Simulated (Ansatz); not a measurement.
# SnOSe: the cell at several levels of theory

One table from this session's results is given with a row withheld; the runs are named, their logs left out.

The runs shown are made with Ansatz 0.2.0. PAW datasets, plane waves, zero pressure. Values at 0 K without nuclear motion; spin polarisation is off, and the phase may be a hypothetical one.

## The cell

The sheet's in-plane cell has a = 3.026 Å, b = 3.026 Å (γ = 120.0°), and its outermost atoms lie 2.95 Å apart along the normal. Sn has 3 O at 2.29 Å and 3 Se at 2.29 Å; O has 3 Sn at 2.29 Å; Se has 3 Sn at 2.29 Å.

As a file:

```
Sn O Se
1.0
     3.02607    0.00000    0.00000
    -1.51303    2.62065    0.00000
     0.00000    0.00000   18.00000
Sn O Se
1 1 1
Direct
  0.33333 0.66667 0.50000
  0.66667 0.33333 0.58207
  0.66667 0.33333 0.41793
```
The sheet repeats along a and b alone.

Set-up of the first run:

Input file input.yaml:

```yaml
crystal:
  lattice:
    - [3.026066465, 0.0, 0.0]
    - [-1.5130332325, 2.6206504322, 0.0]
    - [0.0, 0.0, 18.0]
  atoms:
    - { symbol: Sn, position: [0.3333333333, 0.6666666667, 0.5] }
    - { symbol: O, position: [0.6666666667, 0.3333333333, 0.5820717939] }
    - { symbol: Se, position: [0.6666666667, 0.3333333333, 0.4179282061] }
  periodic: [true, true, false]
kpoints:
  mp_grid: { grid: [12, 12, 1] }
hamiltonian:
  xc: pbe
scf:
  occupations: { method: fermi_dirac, width: 0.02 }
relax:
  f_tol: 0.005
  cell: {}
output:
  write_density: true
  write_potential: true
  elf: true
  volumetric_format: npy
```

Among the steps run: Relaxation with PBE; r2SCAN: cell and atoms; PBEsol: cell and atoms; Relaxation with LDA; Relaxing with HSE06.

One of the session's tables, all rows but one given; the rest of the session is left out.

```
 level  a (Å)  area (Å²/atom)
   PBE      ?               ?
r2SCAN  3.413           3.363
PBEsol  3.389           3.315
   LDA  3.361           3.261
 HSE06  3.408           3.352
```

Estimate the missing values for PBE.

The run gave: a (Å): 3.440; area (Å²/atom): 3.416. In the column «a (Å)» it is the highest.

The first relaxation changed the area by +29.2 % from the start. The area runs from LDA (least) to PBE (most), a spread of 4.8 %, or 2.4 % in length if all axes shared it alike. The meshes differ: PBE 12×12×1, r2SCAN 12×12×1, PBEsol 12×12×1, LDA 12×12×1, HSE06 6×6×1.

Limits of these values: Warnings in the runs' records: band table not solved further, slab cell height set, xc potential rough in thin density, filled band counts differ across k points.
